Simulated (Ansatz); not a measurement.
# FH3SSiSn: how energies converge with the basis set

The task here is to estimate one member of a computed series from the others.

Program: Ansatz 0.2.0, Gaussian basis. Level of theory: one geometry, several basis sets. These are calculated values, not measurements.

The runs, in order: PBE0-D4/def2-SVP; ωB97M-V/def2-SVP; PBE0-D4/def2-QZVPP; ωB97M-V/def2-QZVPP; the functionals' def2-TZVPP values are taken from earlier runs.

1 further run of the same task is left out (for a known fault of the program).

### The geometry

An earlier PBE0-D4 in a triple-zeta def2 set relaxation fixed the geometry. Sn takes the def2 core potential; no spin-orbit term is included.

SMILES `F[SiH]1[S][SnH2]1`, 7 atoms, charge 0, spin multiplicity 1.

Atoms are counted from 1 here; the program's logs count them from 0.

Bond lengths: F1–Si2 1.594 Å, Si2–S3 2.077 Å, Si2–Sn4 2.475 Å, Si2–H5 1.477 Å, S3–Sn4 2.536 Å, Sn4–H6 1.701 Å, Sn4–H7 1.702 Å. Angles: F1–Si2–S3 118.0°, F1–Si2–Sn4 119.2°, F1–Si2–H5 106.1°, S3–Si2–Sn4 67.0°, S3–Si2–H5 119.6°, Sn4–Si2–H5 123.3°, Si2–S3–Sn4 64.0°, Si2–Sn4–S3 49.0°, Si2–Sn4–H6 123.1°, Si2–Sn4–H7 125.1°, S3–Sn4–H6 107.5°, S3–Sn4–H7 108.1°, H6–Sn4–H7 110.9°.

The first run:

Input file in.yaml:

```yaml
crystal:
  periodic: [false, false, false]
  atoms:
    - {symbol: F, position_ang: [0.194923, -1.436700, 1.994103]}
    - {symbol: Si, position_ang: [0.477301, -1.047247, 0.474257]}
    - {symbol: S, position_ang: [-1.116544, -1.095932, -0.856445]}
    - {symbol: Sn, position_ang: [-0.171993, 1.199200, -0.336928]}
    - {symbol: H, position_ang: [1.749745, -1.704559, 0.111548]}
    - {symbol: H, position_ang: [-1.419779, 2.117249, 0.366513]}
    - {symbol: H, position_ang: [0.347546, 1.899889, -1.798848]}
basis:
  gaussian: {orbitals: def2-SVP}
hamiltonian: {xc: pbe0, dispersion: d4}
output: {orbitals: {seedname: orbitals}}
```

Launch:

```console
$ ansatz run in.yaml --threads 2 --pin off --events-out ev --progress --plain --max-ram 4352MiB
```

Steps of the session up to this table: PBE0-D4 in def2-SVP; ωB97M-V in def2-SVP; PBE0-D4 in def2-QZVPP; ωB97M-V in def2-QZVPP.

One of the session's tables, all rows but one given; the rest of the session is left out.

```
functional       basis  HOMO (eV)  LUMO (eV)
   PBE0-D4    def2-SVP      -7.05      -1.43
   PBE0-D4  def2-TZVPP      -7.09      -1.54
   PBE0-D4  def2-QZVPP      -7.11      -1.58
   ωB97M-V    def2-SVP      -8.90       0.36
   ωB97M-V  def2-TZVPP          ?          ?
   ωB97M-V  def2-QZVPP      -9.01       0.00
```

Estimate the missing values for ωB97M-V, def2-TZVPP.

**Answer.** HOMO (eV): -8.99; LUMO (eV): 0.12. In the column «HOMO (eV)» it lies between ωB97M-V, def2-QZVPP (-9.01) and ωB97M-V, def2-SVP (-8.90).
